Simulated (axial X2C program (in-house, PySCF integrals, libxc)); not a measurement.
# Linear TeCO at several levels

One table from this session's results is given with a row withheld; the runs are named, their logs left out.

The runs use an in-house X2C program for linear molecules on PySCF integrals; all-electron X2C, two-component (2c) or spin-free, Te dyall-v3z, C dyall-v3z, O dyall-av3z.

All values are calculated.

1 further run of the same task is left out (set aside as unsound or not needed).

The first run:

Contents of task.json:

```json
{"zs": [52, 6, 8], "q": 0, "bas": ["dyall-v3z", "dyall-v3z", "dyall-av3z"], "r0": [2.06, 1.15], "symm": 0, "scan": ["PBE0", "HF", "PBE"], "levels": ["PBE0", "HF", "r2SCAN"], "nst": 2}
```

Keys: zs atomic numbers; q charge; bas basis sets; r0 starting distance in Å; symm equal bonds; scan levels of the two-bond scan (MP2 follows by itself at each HF point); levels methods; nst determinants followed.

On the command line:

```sh
> python solin.py task.json out
```

Masses Te 129.906, C 12.000, O 15.995 u.

Steps of the session up to this table: Scan at PBE0, 2c; Scan at HF, 2c; Scan at PBE, 2c.

One table of the session follows, with a row left open; its other results are not shown here.

```
          level  r(Te–C) (Å)  r(C–O) (Å)  lower stretch (cm⁻¹)  upper stretch (cm⁻¹)
       PBE0, 2c        1.937       1.146                 524.1                2090.0
         HF, 2c        2.007       1.109                 402.3                2260.3
        PBE, 2c        1.944       1.165                 519.5                1983.5
        MP2, 2c            ?           ?                     ?                     ?
PBE0, spin-free        1.933       1.146                 531.8                2092.8
  HF, spin-free        1.998       1.109                 423.8                2263.9
 PBE, spin-free        1.940       1.165                 526.5                1986.3
 MP2, spin-free        1.913       1.167                 560.7                1940.9
```

Estimate the missing values for MP2, 2c.

**Answer.** r(Te–C) (Å): 1.916; r(C–O) (Å): 1.167; lower stretch (cm⁻¹): 554.8; upper stretch (cm⁻¹): 1941.4. In the column «r(Te–C) (Å)» it lies between MP2, spin-free (1.913) and PBE0, spin-free (1.933).

Scans not shown above were run alike.

The lower stretch spreads by more than a fifth over the levels, so it depends strongly on the method. MP2 freezes inner shells (threshold -2 hartree). The molecule was held linear; bending was not examined, so a bent shape may lie lower.
